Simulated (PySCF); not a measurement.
# C2H5I (iodoethane): the cost of one run

Computed with PySCF 2.14.0 and routines of our own; the level stands in each step. Atoms count from 0.

## Step 1: The starting structure

8 atoms, charge 0, multiplicity 1; geometry from: GFN2-xTB.

## Step 2: Geometry optimisation at PBE0-D3(BJ)/def2-SVP

The job: settings as JSON, then the geometry in Å.

```
{"job": {"xc": "PBE0", "basis": "def2-SVP", "d3": "d3bj", "grid": 1, "maxiter": 30, "shake": 0.01, "kind": "geom"}, "charge": 0, "multiplicity": 1}
C     -0.792090     0.102490    -0.035040
C      0.622560    -0.331630    -0.026380
I      1.966400     1.296980     0.416020
H     -1.071500     0.535240     0.923810
H     -0.978080     0.885830    -0.806630
H     -1.458350    -0.718100    -0.267830
H      0.946840    -0.715850    -0.991390
H      0.819360    -1.074110     0.734970
```

Launch:

```console
OMP_NUM_THREADS=1 python heavy_run.py task.json out
```

The driver reads the jobs from task.json and runs them one after another.

**Question.** How long does this first job take on 1 thread of Arm Neoverse V1, shared host, and how much memory does it need?

About 11 s, with a peak of 0.35 GiB.
